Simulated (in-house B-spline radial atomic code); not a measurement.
# Au: a fraction of an electron removed from 4f

How does the RPBE energy of Au change when part of an electron is removed from 4f?

The numbers are computed with in-house B-spline radial atomic code version 1 (scalar-relativistic (spin-free one-electron X2C) RPBE, spin-polarised, spherical fractional occupations, Fermi nucleus, basis-set limit), except any that are marked as measured or tabulated.

**1. The atom as given**

| Quantity | Value |
| --- | --- |
| element | gold (Z = 79) |
| charge | 0 |
| electrons | 79 |
| configuration | [Xe] 4f14 5d10 6s1 |
| Hamiltonian | scalar-relativistic (X2C) |
| nucleus | Fermi, rms radius 5.437 fm |

The outer shells:

[Xe] 4f14 5d10 6s1
```
[Xe] core
4f [↑↓][↑↓][↑↓][↑↓][↑↓][↑↓][↑↓]
5d [↑↓][↑↓][↑↓][↑↓][↑↓]
6s [↑ ]
```

Where spins are not typed, each open shell is filled with up spins first.

**2. The start, at fraction 0**

The run's settings:

```ini
Z = 79
electrons = 79.0
configuration = [Xe] 4f14 5d10 6s1
hamiltonian = x2c
method = rpbe,pbe
spin_polarised = True
nucleus = fermi
rms_radius = 5.4371
mass_number = 197
atomic_mass = 196.966570103
speed_of_light = 137.035999084
```

**3. 0.1 electron removed from 4f**

The settings differ from step 2 so:

```diff
@@ -1,4 +1,4 @@
 Z = 79
-electrons = 79.0
-configuration = [Xe] 4f14 5d10 6s1
+electrons = 78.9
+configuration = [Xe] 4f13.9 5d10 6s1
 hamiltonian = x2c
```

**4. 0.24 electron removed from 4f**

The settings differ from step 3 so:

```diff
@@ -1,4 +1,4 @@
 Z = 79
-electrons = 78.9
-configuration = [Xe] 4f13.9 5d10 6s1
+electrons = 78.76
+configuration = [Xe] 4f13.76 5d10 6s1
 hamiltonian = x2c
```

**5. 0.36 electron removed from 4f**

The settings differ from step 4 so:

```diff
@@ -1,4 +1,4 @@
 Z = 79
-electrons = 78.76
-configuration = [Xe] 4f13.76 5d10 6s1
+electrons = 78.64
+configuration = [Xe] 4f13.64 5d10 6s1
 hamiltonian = x2c
```

**6. 0.5 electron removed from 4f**

The settings differ from step 5 so:

```diff
@@ -1,4 +1,4 @@
 Z = 79
-electrons = 78.64
-configuration = [Xe] 4f13.64 5d10 6s1
+electrons = 78.5
+configuration = [Xe] 4f13.5 5d10 6s1
 hamiltonian = x2c
```

**7. 0.51 electron removed from 4f**

The settings differ from step 6 so:

```diff
@@ -1,4 +1,4 @@
 Z = 79
-electrons = 78.5
-configuration = [Xe] 4f13.5 5d10 6s1
+electrons = 78.49
+configuration = [Xe] 4f13.49 5d10 6s1
 hamiltonian = x2c
```

**8. 0.63 electron removed from 4f**

The settings differ from step 7 so:

```diff
@@ -1,4 +1,4 @@
 Z = 79
-electrons = 78.49
-configuration = [Xe] 4f13.49 5d10 6s1
+electrons = 78.37
+configuration = [Xe] 4f13.37 5d10 6s1
 hamiltonian = x2c
```

**9. 0.81 electron removed from 4f**

The settings differ from step 8 so:

```diff
@@ -1,4 +1,4 @@
 Z = 79
-electrons = 78.37
-configuration = [Xe] 4f13.37 5d10 6s1
+electrons = 78.19
+configuration = [Xe] 4f13.19 5d10 6s1
 hamiltonian = x2c
```

**10. 0.98 electron removed from 4f**

The settings differ from step 9 so:

```diff
@@ -1,4 +1,4 @@
 Z = 79
-electrons = 78.19
-configuration = [Xe] 4f13.19 5d10 6s1
+electrons = 78.02
+configuration = [Xe] 4f13.02 5d10 6s1
 hamiltonian = x2c
```

**11. 1 electron removed from 4f**

The settings differ from step 10 so:

```diff
@@ -1,4 +1,4 @@
 Z = 79
-electrons = 78.02
-configuration = [Xe] 4f13.02 5d10 6s1
+electrons = 78.0
+configuration = [Xe] 4f13 5d10 6s1
 hamiltonian = x2c
```

**Question.** How does the energy change with the fraction, and which way and how far does it bend from the straight line between the ends?

**Answer**, as computed:

| fraction | energy change (eV) | less the straight line (eV) | level 4f down (eV) | sum of <r²> (bohr²) |
| --- | --- | --- | --- | --- |
| 0 | 0.0000 | 0.0000 | -80.891 | 60.148 |
| 0.1 | 8.1951 | -1.0059 | -83.016 | 58.976 |
| 0.24 | 20.0291 | -2.0533 | -86.053 | 57.462 |
| 0.36 | 30.5145 | -2.6091 | -88.712 | 56.266 |
| 0.5 | 43.1548 | -2.8502 | -91.875 | 54.971 |
| 0.51 | 44.0747 | -2.8505 | -92.103 | 54.882 |
| 0.63 | 55.2925 | -2.6738 | -94.869 | 53.852 |
| 0.81 | 72.7483 | -1.7798 | -99.101 | 52.419 |
| 0.98 | 89.9415 | -0.2284 | -103.19 | 51.172 |
| 1 | 92.0100 | 0.0000 | -103.67 | 51.031 |

What this shows: From fraction 0 to 1 the energy changes by 92.010 eV. It sags under the straight line by up to 2.85 eV (at 0.51). Slater's transition state, the slope from the orbital energy at fraction 0.5 (Janak's theorem), gives 91.875 eV for the whole step.
